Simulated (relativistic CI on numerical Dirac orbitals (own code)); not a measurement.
# W⁵⁺: O2,3 absorption multiplets

Wanted: the shape of the O2,3 absorption spectrum of W⁵⁺ in 5 surroundings, from the same atomic integrals.

Method: Dirac-Coulomb-Breit CI, KLI orbitals optimised for each configuration, model QED (radiative potential, 1s self-energy scaled to tabulated hydrogen-like ionisation energies), valence Slater integrals scaled by 0.7, multiplet model of core-to-valence dipole absorption. Code: relativistic CI on numerical Dirac orbitals (own code) version 1.

### 1 The atom as given

```
ion                                            : W⁵⁺ (W VI)
nuclear charge                                 : 74
electrons                                      : 69
configurations                                 : [Xe] 4f14 5d → [Kr] 4d10 4f14 5s2 5p5 5d2
magnetising field for the dichroism, Lz and Sz : exchange field 10 meV on Sz; these come from the lowest magnetised state alone (0 K)
temperature of the isotropic spectrum          : 10 K
widths                                         : Lorentz 0.6 eV, Gauss 0.3 eV
surrounding 1                                  : free ion
surrounding 2                                  : Td, 10Dq = -4450 cm⁻¹
surrounding 3                                  : Td, 10Dq = -10000 cm⁻¹
surrounding 4                                  : Td, 10Dq = -15600 cm⁻¹
surrounding 5                                  : Td, 10Dq = -21200 cm⁻¹
```

### 2 Surrounding 1: free ion

Settings of the run:

```ini
atom W  Z=74  charge=5  electrons=69
nucleus A=184  rms_radius_fm=5.3658
hamiltonian dirac-coulomb  breit=on  qed=on  c_scale=1
orbitals kli  potential=per-configuration
slater_scale 0.7
correlation none
mixing on
configurations
  [Xe] 4f14 5d
  [Kr] 4d10 4f14 5s2 5p5 5d2
end
absorption O2,3 T=10 lorentz=0.6 gauss=0.3
crystal_field free
```

### 3 Surrounding 2: Td, 10Dq = -4450

Changes to the settings of step 2:

```diff
@@ -12,2 +12,2 @@
 absorption O2,3 T=10 lorentz=0.6 gauss=0.3
-crystal_field free
+crystal_field Td 10Dq=-4450
```

### 4 Surrounding 3: Td, 10Dq = -10000

Changes to the settings of step 3:

```diff
@@ -12,2 +12,2 @@
 absorption O2,3 T=10 lorentz=0.6 gauss=0.3
-crystal_field Td 10Dq=-4450
+crystal_field Td 10Dq=-10000
```

### 5 Surrounding 4: Td, 10Dq = -15600

Changes to the settings of step 4:

```diff
@@ -12,2 +12,2 @@
 absorption O2,3 T=10 lorentz=0.6 gauss=0.3
-crystal_field Td 10Dq=-10000
+crystal_field Td 10Dq=-15600
```

### 6 Surrounding 5: Td, 10Dq = -21200

Changes to the settings of step 5:

```diff
@@ -12,2 +12,2 @@
 absorption O2,3 T=10 lorentz=0.6 gauss=0.3
-crystal_field Td 10Dq=-15600
+crystal_field Td 10Dq=-21200
```

(Steps that only read results are left out.)

**Question.** What will these runs give? Wanted: highest peak, first run; ground spin; core spin-orbit splitting.

**Answer**, as computed:

| surrounding | ground S | Lz (0 K) | Sz (0 K) | centroid (eV) | share of the lower edge | up to four highest peaks (% of the highest), eV |
| --- | --- | --- | --- | --- | --- | --- |
| 1: free | 0.50 | 1.80 | -0.30 | 51.04 | - | 44.6 (51), 46.5 (37), 51.1 (55), 56.3 (100) |
| 2: Td | 0.50 | 1.65 | -0.39 | 51.12 | - | 44.7 (68), 51.2 (52), 55.5 (49), 56.4 (100) |
| 3: Td | 0.50 | 1.16 | -0.46 | 51.31 | - | 45.1 (73), 51.6 (39), 55.4 (100), 56.4 (68) |
| 4: Td | 0.50 | 0.82 | -0.48 | 51.46 | - | 44.7 (41), 45.4 (62), 55.5 (100), 56.6 (47) |
| 5: Td | 0.50 | 0.62 | -0.49 | 51.56 | - | 45.1 (40), 45.8 (52), 55.7 (100), 57.1 (39) |

| quantity | value |
| --- | --- |
| highest peak, first run | 56.3 eV |
| ground spin (effective S from ⟨S²⟩) | 0.50 |
| core spin-orbit splitting (without Breit) | 10.56 eV |

The position of the maximum differs by up to 1.0 eV between the surroundings, by shifts of peaks or by peaks exchanging rank. Edge positions are free-ion values and differ from those in solids by a few eV or more.
